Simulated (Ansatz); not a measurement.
**C3H4Si (SMILES C=C=C=[SiH2]): functionals against CCSD(T) at one geometry**

The task here is to estimate one member of a computed series from the others.

The runs use Ansatz 0.2.0, Gaussian basis; single points in def2-TZVPP.

Correlated methods freeze the cores.

## The starting structure

8 atoms, charge 0, spin multiplicity 1.

Atoms are counted from 1 here; the program's logs count them from 0.

Bond lengths: C1–C2 1.320 Å, C1–H5 1.064 Å, C1–H6 1.061 Å, C2–C3 1.270 Å, C3–Si4 1.739 Å, Si4–H7 1.459 Å, Si4–H8 1.473 Å. Angles: C2–C1–H5 120.2°, C2–C1–H6 121.1°, H5–C1–H6 118.6°, C1–C2–C3 179.5°, C2–C3–Si4 179.6°, C3–Si4–H7 124.4°, C3–Si4–H8 121.6°, H7–Si4–H8 114.1°.

Geometry (Å):

```mol
C3H4Si
  3D, bonds by distance, orders not assigned

  8  7  0  0  0  0  0  0  0  0999 V2000
   -0.2742    2.1571   -0.1123 C   0  0
   -0.0988    0.8507   -0.0499 C   0  0
    0.0617   -0.4077    0.0162 C   0  0
    0.2936   -2.1284    0.1117 Si  0  0
   -1.2570    2.5659   -0.1112 H   0  0
    0.5530    2.8219   -0.1255 H   0  0
    1.5971   -2.7827    0.1537 H   0  0
   -0.8469   -3.0595    0.1492 H   0  0
  1  2  8  0
  1  5  8  0
  1  6  8  0
  2  3  8  0
  3  4  8  0
  4  7  8  0
  4  8  8  0
M  END
```

Set-up of the first run:

run/in.yaml

```yaml
crystal:
  periodic: [false, false, false]
  atoms:
    - {symbol: C, position_ang: [-0.274200, 2.157100, -0.112300]}
    - {symbol: C, position_ang: [-0.098800, 0.850700, -0.049900]}
    - {symbol: C, position_ang: [0.061700, -0.407700, 0.016200]}
    - {symbol: Si, position_ang: [0.293600, -2.128400, 0.111700]}
    - {symbol: H, position_ang: [-1.257000, 2.565900, -0.111200]}
    - {symbol: H, position_ang: [0.553000, 2.821900, -0.125500]}
    - {symbol: H, position_ang: [1.597100, -2.782700, 0.153700]}
    - {symbol: H, position_ang: [-0.846900, -3.059500, 0.149200]}
basis:
  gaussian: {orbitals: def2-TZVPP}
correlation: {method: ccsd_t}
output: {forces: true}
```

Launch:

```bash
$ ansatz run in.yaml --threads 8 --pin off --events-out ev --progress --plain --max-ram 10444MiB
```

Among the steps run: CCSD(T)/def2-TZVPP; PBE0-D4/def2-TZVPP; wB97M-V/def2-TZVPP; r2SCAN-D4/def2-TZVPP; PBE-D4/def2-TZVPP; BHLYP-D4/def2-TZVPP; LC-wPBE/def2-TZVPP.

One table of the session follows, with a row left open; its other results are not shown here.

```
   method  RMS force component (eV/Å)  angle to CCSD(T) forces (°)  dipole (D)
  CCSD(T)                       0.441                    reference        0.68
  PBE0-D4                           ?                            ?           ?
  wB97M-V                       0.613                         29.8        1.17
r2SCAN-D4                       0.492                         25.6        0.69
   PBE-D4                       0.519                         20.8        0.67
 BHLYP-D4                       0.547                         38.0        1.20
  LC-wPBE                       0.719                         34.6        1.41
```

**Question.** Estimate the row for PBE0-D4.

**Answer.** RMS force component (eV/Å): 0.539; angle to CCSD(T) forces (°): 28.2; dipole (D): 0.92. In the column «RMS force component (eV/Å)» it lies between PBE-D4 (0.519) and BHLYP-D4 (0.547).

Caveats from the session: The reference is not at the basis limit: in triple zeta CCSD(T) underbinds, which counts against methods that bind more; the gaps are no ranking.
